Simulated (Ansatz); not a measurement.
# CH₄Ge (singlet): wave-function methods side by side, cc-pVDZ

Aim: climb from Hartree-Fock through coupled cluster and multireference methods for CH₄Ge (singlet) at one geometry and basis, and see what each rung misses.

The runs use Ansatz 0.2.0, Gaussian basis; cc-pVDZ, core rule «outside noble gas», up to 15 orbitals frozen.

To be run: UHF; CCSD(T) on RHF; CCSD(T) on UHF; BCCD(T) on RHF; CISD; CCSDT(Q) on RHF; CCSDT(Q) on UHF; CASSCF and MRCISD+Q, 8 electrons in 8 orbitals; CASSCF and NEVPT2, 8 electrons in 8 orbitals.

21 further runs of the same task are left out: 5 that didn't finish, 16 set aside as unsound or not needed.

### Step 1. The system

The geometry is a PBE0/def2-TZVP stationary point (not a proven minimum) of the parent state, kept for this charge and spin. No spin-orbit coupling is included. The filled d shell of Ge may be among the frozen orbitals whatever the setting's name suggests; the logs give the count.

6 atoms, charge 0, spin multiplicity 1.

Atoms are counted from 1 here; the program's logs count them from 0.

Bond lengths: Ge1–C2 1.973 Å, Ge1–H3 1.548 Å, C2–H4 1.089 Å, C2–H5 1.091 Å, C2–H6 1.091 Å. Angles: C2–Ge1–H3 119.8°, Ge1–C2–H4 109.1°, Ge1–C2–H5 109.5°, Ge1–C2–H6 109.5°, H4–C2–H5 109.2°, H4–C2–H6 109.2°, H5–C2–H6 110.2°.

As a file:

```xyz
6

Ge    0.0000   -0.0339    0.3367
C     0.0000    0.0760   -1.6330
H     0.0000    1.2646    1.1794
H     0.0000   -0.9316   -2.0470
H     0.8946    0.6023   -1.9682
H    -0.8946    0.6023   -1.9682
```

### Step 2. UHF

File in.yaml:

```yaml
crystal:
  periodic: [false, false, false]
  atoms:
    - {symbol: Ge, position_ang: [0.000000, -0.033908, 0.336669]}
    - {symbol: C, position_ang: [0.000000, 0.076047, -1.633008]}
    - {symbol: H, position_ang: [0.000000, 1.264562, 1.179449]}
    - {symbol: H, position_ang: [0.000000, -0.931556, -2.046951]}
    - {symbol: H, position_ang: [0.894568, 0.602256, -1.968225]}
    - {symbol: H, position_ang: [-0.894568, 0.602256, -1.968225]}
basis:
  gaussian: {orbitals: cc-pVDZ}
magnetization: {spin_polarized: true, initial_magnetization: 0}
hamiltonian: {xc: hf}
output: {orbitals: {seedname: orbitals}}
```

Launch:

```sh
ansatz run in.yaml --threads 1 --pin off --events-out ev --progress --plain --max-ram 2393MiB
```

The runs that follow: CCSD(T) on RHF; CCSD(T) on UHF; BCCD(T) on RHF; CISD; CCSDT(Q) on RHF; CCSDT(Q) on UHF; CASSCF and MRCISD+Q, 8 electrons in 8 orbitals; CASSCF and NEVPT2, 8 electrons in 8 orbitals.

Before running them: what should the planned runs give, taken together? Wanted: RCCSDT(Q) below the RHF energy; RMP2 from RCCSDT(Q); UMP2 from RCCSDT(Q); RCCSD from RCCSDT(Q); RCCSD(T) from RCCSDT(Q); UCCSD(T) from RCCSDT(Q); UCCSDT(Q) from RCCSDT(Q); MRCISD+Q frontier from RCCSDT(Q); T1 diagnostic.

The runs gave:

| quantity | value |
| --- | --- |
| RCCSDT(Q) below the RHF energy | -7.4494 eV |
| RMP2 from RCCSDT(Q) | +1255.8 meV |
| UMP2 from RCCSDT(Q) | +1329.5 meV |
| RCCSD from RCCSDT(Q) | +225.7 meV |
| RCCSD(T) from RCCSDT(Q) | +34.9 meV |
| UCCSD(T) from RCCSDT(Q) | +53.9 meV |
| UCCSDT(Q) from RCCSDT(Q) | +3.6 meV |
| MRCISD+Q frontier from RCCSDT(Q) | +22.9 meV |
| levels within 1 kcal/mol (43 meV) | RCCSD(T), BCCD(T), RCCSDT, UCCSDT, UCCSDT(Q), MRCISD+Q frontier |
| T1 diagnostic | 0.012 |

What this shows: RCCSD(T) misses by +34.9 meV, 0.5 % of the correlation energy. These misses are within one basis, not against nature.
